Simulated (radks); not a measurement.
**Spin polarisation of the 3p shell in Cl**

One table from this session's results is given with a row withheld; the runs are named, their logs left out.

Program: radks (a radial shooting solver on a logarithmic mesh, Libxc functionals) version 1. Level of theory: scalar-relativistic Kohn-Sham, PBE, spin-polarised, spherical densities, finite nucleus. These are calculated values, not measurements, unless marked.

### The atom as given

| Item | Value |
| --- | --- |
| element | chlorine (Z = 17) |
| charge | 0 |
| electrons | 17 |
| configuration | [Ne] 3s2 3p(up 2.5, down 2.5) |
| nuclear rms radius | 3.3654 fm |

A shell typed twice in an input gives spin up, then spin down.

The first run:

The run's settings:

```text
Z 17
configuration [Ne] 3s2 3p2.5 3p2.5
relativity scalar-relativistic
functional pbe,pbe
spin polarised
nucleus finite rms 3.3654 fm
c 137.035999084
```

Steps of the session up to this table: No moment.

One table of the session follows, with a row left open; its other results are not shown here.

It belongs to the step «No moment». Radial moments (bohr):

| level | <r> | outermost maximum (interpolated) | 90 % within | nodes |
| --- | --- | --- | --- | --- |
| 1s | 0.09097 | 0.0595 | 0.162 | 0 |
| 2s | 0.4442 | 0.362 | 0.695 | 1 |
| 2p | 0.4069 | 0.302 | 0.676 | 0 |
| 3s | ? | ? | ? | ? |
| 3p | 1.844 | 1.43 | 2.93 | 1 |

Q: Estimate the row for 3s from the others.

The run gave: <r>: 1.536; outermost maximum (interpolated): 1.28; 90 % within: 2.33; nodes: 2. In the column «<r>» it lies between 2s (0.4442) and 3p (1.844).
